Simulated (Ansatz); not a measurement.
**CH₅BFN: vertical ionisation energy**

How much energy removes an electron from CH₅BFN at fixed geometry? The cation is run at each level and the neutral's energy taken from earlier runs.

Computed with Ansatz 0.2.0, Gaussian basis. Level: unrestricted cation, the program's frozen cores in correlated methods.

Levels to be run: UKS PBE-D4/def2-TZVPP; UKS r2SCAN-D4/def2-TZVPP; UKS PBE0-D4/def2-TZVPP; UKS B3LYP-D4/def2-TZVPP; UKS wB97X-V/def2-TZVPP; UKS wB97M-V/def2-TZVPP; UKS B2PLYP/def2-TZVPP; UHF-CCSD(T)/def2-TZVPP; UHF-CCSD(T)/def2-QZVPP; extrapolation to the limit; then −ε(HOMO) from the neutral's earlier runs with LDA (SPW92), PBE-D4, revPBE-D4, BLYP-D4, r2SCAN-D4, B97M-V, PBE0-D4, B3LYP-D4, r2SCANh-D4, r2SCAN0-D4, HSE06-D4, BHLYP-D4, CAM-B3LYP-D4, LC-ωPBE, ωB97X-V, ωB97M-V.

## 1. The geometry

The geometry comes from an earlier relaxation with PBE0-D4 in a triple-zeta def2 set; it is a stationary point, not always the lowest conformer.

SMILES `CB(N)F`, 9 atoms, charge 0, spin multiplicity 1.

Atoms are counted from 1 here; the program's logs count them from 0.

Bond lengths: C1–B2 1.566 Å, C1–H5 1.094 Å, C1–H6 1.091 Å, C1–H7 1.094 Å, B2–N3 1.396 Å, B2–F4 1.347 Å, N3–H8 1.006 Å, N3–H9 1.003 Å. Angles: B2–C1–H5 110.2°, B2–C1–H6 113.8°, B2–C1–H7 110.2°, H5–C1–H6 108.1°, H5–C1–H7 106.2°, H6–C1–H7 108.1°, C1–B2–N3 124.5°, C1–B2–F4 118.6°, N3–B2–F4 116.9°, B2–N3–H8 122.4°, B2–N3–H9 123.0°, H8–N3–H9 114.6°.

## 2. Cation, UKS PBE-D4/def2-TZVPP

in.yaml

```yaml
crystal:
  periodic: [false, false, false]
  atoms:
    - {symbol: C, position_ang: [-0.428412, 0.964700, -0.538980]}
    - {symbol: B, position_ang: [0.098211, -0.482266, -0.251414]}
    - {symbol: N, position_ang: [0.546175, -0.928062, 0.993805]}
    - {symbol: F, position_ang: [0.128524, -1.370898, -1.263783]}
    - {symbol: H, position_ang: [0.176615, 1.438372, -1.318136]}
    - {symbol: H, position_ang: [-0.424046, 1.616293, 0.336622]}
    - {symbol: H, position_ang: [-1.450389, 0.924323, -0.927963]}
    - {symbol: H, position_ang: [0.878707, -1.865227, 1.143736]}
    - {symbol: H, position_ang: [0.563114, -0.343534, 1.809012]}
basis:
  gaussian: {orbitals: def2-TZVPP}
total_charge: 1
magnetization: {spin_polarized: true, initial_magnetization: 1}
hamiltonian: {xc: pbe, dispersion: d4}
```

The run is started by

```console
$ ansatz run in.yaml --threads 2 --pin off --events-out ev --progress --plain --max-ram 22528MiB --backend cpu
```

Further steps of the session: Cation, UKS r2SCAN-D4/def2-TZVPP; Cation, UKS PBE0-D4/def2-TZVPP; Cation, UKS B3LYP-D4/def2-TZVPP; Cation, UKS wB97X-V/def2-TZVPP; Cation, UKS wB97M-V/def2-TZVPP; Cation, UKS B2PLYP (frozen core)/def2-TZVPP; Cation, UHF-CCSD(T)/def2-TZVPP; Cation, UHF-CCSD(T)/def2-QZVPP.

Q: Predict the results of all the runs planned. Wanted: ionisation energy, CCSD(T)/CBS; nearest functional by difference; nearest −ε(HOMO); −ε(HOMO) of PBE; T1 of the cation.

As calculated:

| quantity | value |
| --- | --- |
| ionisation energy, CCSD(T)/CBS | 11.06 eV |
| nearest functional by difference | ωB97X-V (-0.14 eV) |
| nearest −ε(HOMO) | LC-ωPBE (+0.13 eV) |
| −ε(HOMO) of PBE | 6.82 eV |
| T1 of the cation | 0.017 |

By cation minus neutral, the functionals miss by 0.40 eV at most. −ε(HOMO) of PBE misses by 4.2 eV, since self-interaction lifts the level. Among orbital estimates LC-ωPBE comes nearest. Hartree-Fock falls 1.56 eV short, as the neutral has more correlation energy than the cation. The cation may have settled in a state other than its lowest; no search over hole states beyond the program's own was made.
